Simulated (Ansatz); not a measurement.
Below is the output of a Python script on Ansatz's Python interface that makes harmonic frequencies at the relaxed geometry of CH₃BFN, SMILES FB1CN1. Write a script that gives it. Settings (for the species named): r2SCAN, def2-SVP basis, multiplicity 1.

```xyz
7

F    -1.0871   -1.9909    0.7121
B    -0.4319   -0.8275    0.1270
C     0.3203    0.5075    0.3378
N    -0.3406    0.4221   -0.8470
H     1.4535    0.4486    0.1664
H    -0.1010    1.2167    1.0864
H     0.2481    0.1556   -1.6284
```

`python ch3bfn.py` gives:
```text
bond        before    after (A)
F0-B1        1.4578   1.3191
B1-C2        1.5468   1.5489
B1-N3        1.5870   1.3510
C2-N3        1.3594   1.5035
C2-H4        1.1476   1.1022
C2-H5        1.1139   1.1022
N3-H6        1.0140   1.0107
frequencies (1/cm): 254 412 486 687 918 921 983 1043 1105 1244 1469 1747 3039 3118 3658
imaginary modes: 0  zero-point energy: 1.3069 eV
T (K)   F_vib (eV)   S_vib (meV/K)   C_vib (meV/K)
 298.1      1.2895        0.1815          0.3287
 398.1      1.2656        0.2970          0.4735
 498.1      1.2300        0.4165          0.5933
deuterated (1/cm): 198 384 434 632 724 738 822 838 951 1103 1183 1717 2205 2321 2700
zero-point energy falls by 0.256 eV
```

One script that gives this output:

Script `ch3bfn.py`:
```python
import ansatz as az
import numpy as np

ch3bfn = (
    az.Crystal.molecule()
    .atom("F", (-1.0871, -1.9909, 0.7121))
    .atom("B", (-0.4319, -0.8275, 0.127))
    .atom("C", (0.3203, 0.5075, 0.3378))
    .atom("N", (-0.3406, 0.4221, -0.847))
    .atom("H", (1.4535, 0.4486, 0.1664))
    .atom("H", (-0.101, 1.2167, 1.0864))
    .atom("H", (0.2481, 0.1556, -1.6284))
)

model = ch3bfn.calculation().basis(gaussian="def2-SVP").functional("r2scan")
symbols = [site.symbol for site in ch3bfn.cartesian_sites]
start = np.array([site.position_ang for site in ch3bfn.cartesian_sites], dtype=float)
rep = model.relax(force_tolerance=0.003).run(threads=1, pin="off").report
end = np.array(rep["positions_ang"])

print("bond        before    after (A)")
for i, j in [(0, 1), (1, 2), (1, 3), (2, 3), (2, 4), (2, 5), (3, 6)]:
    d0, d1 = (np.linalg.norm(xyz[i] - xyz[j]) for xyz in (start, end))
    print(f"{symbols[i]}{i}-{symbols[j]}{j}".ljust(10), f"{d0:8.4f} {d1:8.4f}")

minimum = az.Crystal.molecule()
for symbol, xyz in zip(symbols, end):
    minimum = minimum.atom(symbol, xyz.tolist())
vibrating = minimum.calculation()
vibrating = vibrating.basis(gaussian="def2-SVP").functional("r2scan")
vibrating = vibrating.phonons(temperatures=(298.15, 498.15, 100))
vib = vibrating.run(threads=1, pin="off").report["vibrations"]
sums = vib["harmonic_sums"]
modes = [m["omega_inv_cm"] for m in sums["modes_at_gamma"] if m["rigid_motion"] == "no"]
print("frequencies (1/cm):", " ".join(f"{w:.0f}" for w in modes))
print("imaginary modes:", sum(w < 0 for w in modes), " zero-point energy:", round(sums["zero_point_energy_ev"], 4), "eV")
print("T (K)   F_vib (eV)   S_vib (meV/K)   C_vib (meV/K)")
for row in zip(sums["temperatures_k"], sums["vibrational_free_energy_ev"], vib["entropy_ev_per_k"], vib["heat_capacity_ev_per_k"]):
    print(f"{row[0]:6.1f} {row[1]:11.4f} {1000 * row[2]:13.4f} {1000 * row[3]:15.4f}")

heavier = vibrating.phonons(masses={"H": 2.014102}).run(threads=1, pin="off").report["vibrations"]["harmonic_sums"]
print("deuterated (1/cm):", " ".join(f"{m['omega_inv_cm']:.0f}" for m in heavier["modes_at_gamma"] if m["rigid_motion"] == "no"))
print("zero-point energy falls by", round(sums["zero_point_energy_ev"] - heavier["zero_point_energy_ev"], 4), "eV")
```

Reading the output:
- The settings weren't tested for convergence.
- The frequencies are harmonic and unscaled, in a modest basis. The result belongs to the one conformer reached from this start, and soft torsions count as harmonic oscillators.
- Run time: 3.2 min on 1 thread of Arm Neoverse V1, with other jobs on the host, peak memory 0.23 GiB.

(Lines on the test bed's own set-up are left out of the output.)
